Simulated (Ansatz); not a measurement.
# Ti5Al2C3: compression at zero temperature

One table from this session's results is given with a row withheld; the runs are named, their logs left out.

Program: Ansatz 0.2.0. Level of theory: DFT r2SCAN, scalar-relativistic, plane waves, PAW. These are calculated values, not measurements.

1 further run of the same task is left out (set aside as unsound or not needed).

## The structure to begin with

The structure is trigonal, space group R-3m (No. 166). The conventional cell has a = 3.064 Å, b = 3.064 Å, c = 48.520 Å, α = 90.00°, β = 90.00°, γ = 120.00°. Ti (site symmetry -3m) is surrounded by 6 C at 2.19 Å. Around Ti (site symmetry 3m) lie 3 C at 2.07 Å. Around Ti (site symmetry 3m) lie 3 C at 2.11 Å. Around Al (site symmetry 3m) lie 6 Ti at 2.88 to 2.90 Å and 6 Al at 3.06 Å. C (site symmetry 3m) is surrounded by 6 Ti at 2.07 to 2.19 Å. C (site symmetry -3m) has 6 Ti at 2.11 Å in its first shell of neighbours.

Structure file:

```
CELL_PARAMETERS angstrom
1.53183 0.88440 16.17323
-1.53183 0.88440 16.17323
0.00000 -1.76880 16.17323
ATOMIC_POSITIONS crystal
Ti 0.50000 0.50000 0.50000
Ti 0.78450 0.78450 0.78450
Ti 0.69026 0.69026 0.69026
Ti 0.30974 0.30974 0.30974
Ti 0.21550 0.21550 0.21550
Al 0.59614 0.59614 0.59614
Al 0.40386 0.40386 0.40386
C 0.86001 0.86001 0.86001
C 0.13999 0.13999 0.13999
C 0.00000 0.00000 0.00000
```

It goes back to an entry of the Materials Project, which need not be the stable form.

This cell was relaxed beforehand with the same method: volume 13.15 Å³/atom, gap on the mesh none (metal).

The first run:

input.yaml

```yaml
crystal:
  lattice:
    - [1.5368241157, 0.8872858169, 16.2259718642]
    - [-1.5368241157, 0.8872858169, 16.2259718642]
    - [0.0, -1.7745716338, 16.2259718643]
  atoms:
    - { symbol: Ti, position: [0.5, 0.5, 0.5] }
    - { symbol: Ti, position: [0.7845029468, 0.7845029468, 0.7845029468] }
    - { symbol: Ti, position: [0.6902641809, 0.6902641809, 0.6902641809] }
    - { symbol: Ti, position: [0.3097358191, 0.3097358191, 0.3097358191] }
    - { symbol: Ti, position: [0.2154970532, 0.2154970532, 0.2154970532] }
    - { symbol: Al, position: [0.5961401055, 0.5961401055, 0.5961401055] }
    - { symbol: Al, position: [0.4038598945, 0.4038598945, 0.4038598945] }
    - { symbol: C, position: [0.8600127593, 0.8600127593, 0.8600127593] }
    - { symbol: C, position: [0.1399872407, 0.1399872407, 0.1399872407] }
    - { symbol: C, position: [0.0, 0.0, 0.0] }
basis:
  ecutwfc: 500
kpoints:
  mp_grid: { grid: [12, 12, 12] }
hamiltonian:
  xc: r2scan
scf:
  occupations: { method: gaussian, width: 0.1 }
output:
  forces: true
  stress: true
  eigenvalues: true
relax:
  adjacent_minimum: "off"
  f_tol: 0.008
  max_steps: 50
  cell: { stress_tol: 0.08, p_target: -1.0 }
```

The run is started by

```bash
> ansatz run input.yaml --threads 2 --pin off --max-ram 5120MiB --backend cpu --events-out ev --progress --plain --runs-dir out
```

Among the steps run: Relaxing at -1 GPa; Relaxing at 1 GPa; 4 GPa; Relaxing at 12 GPa; Relaxing at 25 GPa.

One of the session's tables, all rows but one given; the rest of the session is left out.

Lengths are those of the vectors of the cell that was run:

| P (GPa) | V (Å³/atom) | a (Å) | b (Å) | c (Å) | ΔH (eV/atom) |
| --- | --- | --- | --- | --- | --- |
| -1 | 13.23 | 16.310 | 16.310 | 16.310 | -0.082 |
| 0 | 13.15 | 16.270 | 16.270 | 16.270 | 0.000 |
| 1 | 13.06 | 16.231 | 16.231 | 16.231 | 0.082 |
| 4 | ? | ? | ? | ? | ? |
| 12 | 12.31 | 15.874 | 15.874 | 15.874 | 0.951 |
| 25 | 11.63 | 15.558 | 15.558 | 15.558 | 1.921 |

Q: Estimate the row for P (GPa) = 4 from the others.

Worked estimate for «V (Å³/atom)». A straight line through the neighbours (1, 13.06) and (12, 12.31) gives 13.06 + (12.31 − 13.06) × (4 − 1) / (12 − 1) = 12.86; a parabola fitted to 4 rows on both sides gives 12.84.

**Answer.** V (Å³/atom): 12.83; a (Å): 16.122; b (Å): 16.122; c (Å): 16.122; ΔH (eV/atom): 0.324. In «V (Å³/atom)» the line misses by +0.03 and the parabola by +0.01.

ΔH is E + PV over the energy at zero pressure; a, b and c are the vectors of the computed cell. 
